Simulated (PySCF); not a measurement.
# [Lu(HCN)]3+: other functionals and bases at one geometry

Aim: see how levels, charges and forces of [Lu(HCN)]3+ depend on the level of theory. The species was built from a template and needn't be a known compound.

Method: several levels, as the steps say, no spin–orbit coupling; program: PySCF 2.14.0.

1 further run of the same task is left out (for a known fault of the program).

## Step 1: Starting geometry

4 atoms, charge 3, spin multiplicity 1.

Bond lengths: Lu1–N2 2.145 Å, N2–C3 1.167 Å, C3–H4 1.118 Å. Angles: Lu1–N2–C3 180.0°, N2–C3–H4 180.0°.

Geometry (Å):

```xyz
4

Lu    0.0000    0.0000   -0.1974
N     0.0000    0.0000    1.9473
C     0.0000    0.0000    3.1142
H     0.0000    0.0000    4.2326
```

Formal oxidation states: Lu +3. Each metal's 14 4f electrons lie in its core potential, so multiplicities, spins and levels count the valence alone. An earlier session relaxed this geometry at PBE0, Lu lcecp-1-SVP with ECP60, N def2-SVP, C def2-SVP, H def2-SVP (singlet, point group C∞v).

At PBE0 on the finer grid: E = -131.877118 Eh, HOMO -27.47 eV, LUMO -20.10 eV, Mulliken charge on Lu1 +2.46 e, largest force component 0.002 eV/Å. 

Levels to run: wB97X; M06-L; PBE0, TZVP. Hardware: 2 threads of Intel Xeon at 2.50GHz (Skylake/Cascade Lake), shared host.

## Step 2: wB97X

The input, run.py (the lines that set the calculation):

```python
mol = gto.M(atom='''
Lu     0.00000     0.00000    -0.19744
N      0.00000     0.00000     1.94734
C      0.00000     0.00000     3.11424
H      0.00000     0.00000     4.23257''',
    basis={'Lu': 'lcecp-1-SVP', 'N': 'def2-SVP', 'C': 'def2-SVP', 'H': 'def2-SVP'},
    ecp={'Lu': 'lcecp-1-SVP'},
    charge=3, spin=0)
mf = dft.RKS(mol, xc='WB97X')
mf.grids.atom_grid = (75, 302)  # f atoms: unpruned, at least (60, 302)
mf = mf.density_fit()  # fitting sets: Lu AutoAux, N def2-universal-JKFIT, C def2-universal-JKFIT, H def2-universal-JKFIT
mf.conv_tol = 1e-08; mf.max_cycle = 55
mf.kernel(dm0)  # dm0: the density of the relaxed state
```

Command:

```sh
> OMP_NUM_THREADS=2 python run.py
```

## Step 3: M06-L

Changes to run.py (the lines that set the calculation) since step 2:

```diff
@@ -8,3 +8,3 @@
     charge=3, spin=0)
-mf = dft.RKS(mol, xc='WB97X')
+mf = dft.RKS(mol, xc='M06L')
 mf.grids.atom_grid = (75, 302)  # f atoms: unpruned, at least (60, 302)
```

## Step 4: PBE0, TZVP

Basis: Lu lcecp-1-TZVP with ECP60, N def2-TZVP, C def2-TZVP, H def2-TZVP. 

The input, run.py (the lines that set the calculation):

```python
mol = gto.M(atom='''
Lu     0.00000     0.00000    -0.19744
N      0.00000     0.00000     1.94734
C      0.00000     0.00000     3.11424
H      0.00000     0.00000     4.23257''',
    basis={'Lu': 'lcecp-1-TZVP', 'N': 'def2-TZVP', 'C': 'def2-TZVP', 'H': 'def2-TZVP'},
    ecp={'Lu': 'lcecp-1-TZVP'},
    charge=3, spin=0)
mf = dft.RKS(mol, xc='PBE0')
mf.grids.atom_grid = (75, 302)  # f atoms: unpruned, at least (60, 302)
mf = mf.density_fit()  # fitting sets: Lu AutoAux, N def2-universal-JKFIT, C def2-universal-JKFIT, H def2-universal-JKFIT
mf.conv_tol = 1e-08; mf.max_cycle = 55
mf.kernel(dm0)  # dm0: free metal ions and neutral atoms
```

Before running it: what results should come out? Wanted: for each run, HOMO; gap; charge on Lu1; dipole; largest force.

**Answer**, as computed:

| level | state | HOMO (eV) | gap (eV) | charge on Lu1 (e) | dipole (D) | largest force (eV/Å) | basis functions | time |
| --- | --- | --- | --- | --- | --- | --- | --- | --- |
| PBE0 (relaxed here) | singlet | -27.47 | 7.37 | 2.46 | 5.56 | 0.00 | 66 | 11 s |
| wB97X | singlet | -29.80 | 12.34 | 2.48 | 5.25 | 0.54 | 66 | 8 s |
| M06-L | singlet | -26.23 | 5.85 | 2.49 | 5.52 | 0.54 | 66 | 9.1 s |
| PBE0, TZVP | singlet | -27.38 | 7.31 | 2.57 | 5.62 | 0.86 | 115 | 16 s |

Times are on 2 threads of Intel Xeon at 2.50GHz (Skylake/Cascade Lake), shared host; the first row also made further properties. The dipole of a charged species depends on the origin, so these sizes hold for this origin alone.

In one basis the HOMO–LUMO gap runs from 5.85 eV (M06-L) to 12.34 eV (wB97X). The largest leftover force, 0.86 eV/Å with PBE0, TZVP, stands at a geometry relaxed at another level. The Mulliken charge on Lu spans +2.46 to +2.57 e over the levels. With 4f in the core, its levels are missing from HOMO and gap. Total energies of different levels can't be compared. Spin–orbit coupling is left out throughout.
